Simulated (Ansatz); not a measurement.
**C₅H₉B: up Jacob's ladder to CCSD(T)**

The task here is to estimate one member of a computed series from the others.

Computed with Ansatz 0.2.0, Gaussian basis. Level: functionals in def2-TZVPP, the program's frozen cores in correlated methods.

The runs, in order: PBE-D4, r2SCAN-D4, PBE0-D4, B3LYP-D4, ωB97X-V, ωB97M-V, B2PLYP; CCSD(T)/def2-TZVPP; MP2/def2-QZVPP; extrapolation to the limit.

### Structure used throughout

An earlier PBE0-D4 in a triple-zeta def2 set relaxation fixed the geometry.

SMILES `CBCC#CC`, 15 atoms, charge 0, spin multiplicity 1.

Atoms are counted from 1 here; the program's logs count them from 0.

Bond lengths: C1–B2 1.560 Å, C1–H7 1.100 Å, C1–H8 1.093 Å, C1–H9 1.092 Å, B2–C3 1.577 Å, B2–H10 1.199 Å, C3–C4 1.453 Å, C3–H11 1.090 Å, C3–H12 1.091 Å, C4–C5 1.208 Å, C5–C6 1.449 Å, C6–H13 1.093 Å, C6–H14 1.093 Å, C6–H15 1.093 Å. Angles: B2–C1–H7 106.5°, B2–C1–H8 114.2°, B2–C1–H9 113.6°, H7–C1–H8 107.0°, H7–C1–H9 105.7°, H8–C1–H9 109.3°, C1–B2–C3 121.8°, C1–B2–H10 121.0°, C3–B2–H10 117.3°, B2–C3–C4 87.9°, B2–C3–H11 116.7°, B2–C3–H12 116.2°, C4–C3–H11 111.6°, C4–C3–H12 111.7°, H11–C3–H12 110.8°, C3–C4–C5 168.4°, C4–C5–C6 177.5°, C5–C6–H13 111.0° and more.

Set-up of the first run:

File in.yaml:

```yaml
crystal:
  periodic: [false, false, false]
  atoms:
    - {symbol: C, position_ang: [0.611709, -1.047890, 1.812658]}
    - {symbol: B, position_ang: [1.286400, -0.515314, 0.510267]}
    - {symbol: C, position_ang: [0.978123, -1.145195, -0.901873]}
    - {symbol: C, position_ang: [-0.042944, -0.125508, -1.073398]}
    - {symbol: C, position_ang: [-0.819704, 0.796062, -0.993805]}
    - {symbol: C, position_ang: [-1.773583, 1.885724, -0.956165]}
    - {symbol: H, position_ang: [1.357068, -1.684352, 2.312718]}
    - {symbol: H, position_ang: [-0.271159, -1.667553, 1.637965]}
    - {symbol: H, position_ang: [0.364621, -0.262147, 2.529955]}
    - {symbol: H, position_ang: [2.073599, 0.388444, 0.548462]}
    - {symbol: H, position_ang: [1.760229, -1.061116, -1.656747]}
    - {symbol: H, position_ang: [0.549141, -2.148846, -0.898773]}
    - {symbol: H, position_ang: [-1.264192, 2.852350, -0.955368]}
    - {symbol: H, position_ang: [-2.434351, 1.854231, -1.826466]}
    - {symbol: H, position_ang: [-2.396555, 1.830209, -0.060027]}
basis:
  gaussian: {orbitals: def2-TZVPP}
hamiltonian: {xc: pbe, dispersion: d4}
output: {forces: true, orbitals: {seedname: orbitals}}
```

Run with:

```console
$ ansatz run in.yaml --threads 4 --pin off --events-out ev --progress --plain --max-ram 10444MiB
```

Steps of the session up to this table: PBE-D4 (GGA); r2SCAN-D4 (meta-GGA); PBE0-D4 (hybrid); B3LYP-D4 (hybrid); ωB97X-V (range-separated); ωB97M-V (range-separated); B2PLYP (double hybrid); CCSD(T) in def2-TZVPP; MP2 in def2-QZVPP.

One of the session's tables, all rows but one given; the rest of the session is left out.

```
            method  atomisation energy (eV)
            PBE-D4                   65.836
         r2SCAN-D4                   64.616
           PBE0-D4                   64.929
          B3LYP-D4                   64.423
           ωB97X-V                   64.202
           ωB97M-V                   64.443
            B2PLYP                   63.829
     HF/def2-TZVPP                        ?
    MP2/def2-TZVPP                   63.801
   CCSD/def2-TZVPP                   61.801
CCSD(T)/def2-TZVPP                   62.683
           MP2/CBS                   65.143
       CCSD(T)/CBS                   64.025
```

Estimate the missing values for HF/def2-TZVPP.

As computed: atomisation energy (eV): 48.742. In the column «atomisation energy (eV)» it is the lowest.

Limits of these values: Free atoms (5 C, 1 B, 9 H) were run apart at each level; the atomisation energy is their sum less the molecule, without zero-point or spin-orbit terms.
